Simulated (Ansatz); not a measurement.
# C2H11NOSi: the cost of one run

Method: RKS revPBE/6-31G*, in Ansatz 0.2.0.

## 1. The starting structure

Bond lengths: Si1–N2 2.125 Å, Si1–C3 1.913 Å, Si1–C4 1.902 Å, Si1–H5 1.481 Å, Si1–O7 2.069 Å, N2–H8 1.007 Å, N2–H9 1.007 Å, C3–H10 1.085 Å, C3–H11 1.085 Å, C3–H12 1.085 Å, C4–H13 1.085 Å, C4–H14 1.084 Å, C4–H15 1.084 Å, O7–H16 0.955 Å. Angles (14 of 26 angles, heavy atoms first): N2–Si1–C3 88.8°, N2–Si1–C4 97.1°, N2–Si1–O7 70.1°, C3–Si1–C4 112.7°, C3–Si1–O7 143.1°, C4–Si1–O7 100.1°, Si1–N2–H8 116.4°, Si1–N2–H9 121.2°, N2–Si1–H5 145.5°, C3–Si1–H5 100.5°, C4–Si1–H5 109.2°, H5–Si1–O7 83.4°, Si1–C3–H10 109.8°, Si1–C3–H11 112.6°.

As a file:

```xyz
16

Si   -0.3291   -0.1228   -0.5056
N     0.4163    1.3701    0.8095
C    -1.8023   -0.3821    0.6864
C     1.0642   -1.3900   -0.2385
H    -0.9854   -0.3862   -1.8065
H     0.8032    1.7903   -0.4009
O     0.6935    1.3168   -1.5834
H    -0.2704    1.9567    1.2552
H     1.1678    1.1723    1.4507
H    -2.3098   -1.3111    0.4481
H    -1.4949   -0.4324    1.7258
H    -2.5327    0.4149    0.5973
H     1.2527   -1.9410   -1.1534
H     2.0000   -0.9374    0.0705
H     0.7818   -2.1130    0.5177
H     1.5450    0.9950   -1.8729
```

## 2. Pulling towards end A

Springs on the bonds that form and break draw the guess towards this end; the thresholds are loose.

input.yaml

```yaml
crystal:
  periodic: [false, false, false]
  atoms:
    - { symbol: Si, position_ang: [-0.3291, -0.1228, -0.5056] }
    - { symbol: "N", position_ang: [0.4163, 1.3701, 0.8095] }
    - { symbol: C, position_ang: [-1.8023, -0.3821, 0.6864] }
    - { symbol: C, position_ang: [1.0642, -1.39, -0.2385] }
    - { symbol: H, position_ang: [-0.9854, -0.3862, -1.8065] }
    - { symbol: H, position_ang: [0.8032, 1.7903, -0.4009] }
    - { symbol: O, position_ang: [0.6935, 1.3168, -1.5834] }
    - { symbol: H, position_ang: [-0.2704, 1.9567, 1.2552] }
    - { symbol: H, position_ang: [1.1678, 1.1723, 1.4507] }
    - { symbol: H, position_ang: [-2.3098, -1.3111, 0.4481] }
    - { symbol: H, position_ang: [-1.4949, -0.4324, 1.7258] }
    - { symbol: H, position_ang: [-2.5327, 0.4149, 0.5973] }
    - { symbol: H, position_ang: [1.2527, -1.941, -1.1534] }
    - { symbol: H, position_ang: [2.0, -0.9374, 0.0705] }
    - { symbol: H, position_ang: [0.7818, -2.113, 0.5177] }
    - { symbol: H, position_ang: [1.545, 0.995, -1.8729] }
basis:
  gaussian: { orbitals: "6-31G*" }
hamiltonian:
  xc: revpbe
relax:
  f_tol: 0.15
  max_steps: 25
  restrain:
    - { distance: [0, 6], at: 3.07, k: 30.0 }
    - { distance: [5, 1], at: 2.32, k: 30.0 }
    - { distance: [0, 1], at: 1.82, k: 30.0 }
    - { distance: [5, 6], at: 0.97, k: 30.0 }
```

Launch:

```
$ ansatz run input.yaml --threads 2 --pin off --max-ram 3072MiB --backend cpu --events-out ev --progress --plain --runs-dir out
```

Q: Estimate wall time and peak memory on 2 threads of AMD EPYC 7R13 (Zen 3), shared host.

About 39 s, with a peak of 0.17 GiB.
